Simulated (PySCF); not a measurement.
# Cl2H6N2V (VCl2(NH3)2): the cost of one run

Programs: PySCF 2.14.0, with routines of our own; each step states its level. All values are computed. Atoms count from 0.

### 1 The starting structure

11 atoms, charge 0, states of the metal's open shell are computed; geometry from: GFN2-xTB, shaken.

### 2 Optimising the geometry at B3LYP-D3(BJ)/def2-SVP

What the job is given:

```
{"job": {"xc": "B3LYP", "basis": "def2-SVP", "d3": "d3bj", "grid": 1, "maxiter": 40, "kind": "geom"}, "charge": 0, "metal": "V", "open_shell": "d3"}
V      1.058420     0.463080     0.523380
Cl     0.575400     0.060150     2.523810
Cl     2.794430    -0.604610     0.042470
N     -0.365270     1.766200    -0.240560
H     -0.108160     2.702360    -0.497860
H     -0.930550     1.760960     0.584960
H     -0.928150     1.326970    -1.031340
N     -0.501800    -1.621560    -0.482880
H     -1.190530    -1.863090    -1.217040
H     -0.816940    -1.949900     0.418940
H      0.342690    -2.098610    -0.726470
```

Command:

```sh
OMP_NUM_THREADS=1 python lf_run.py task.json out
```

The driver reads the jobs from task.json and runs them one after another.

Q: Estimate the wall time and peak memory of this first job on 1 thread of Arm Neoverse V2, shared host.

About 14 min, with a peak of 0.67 GiB.
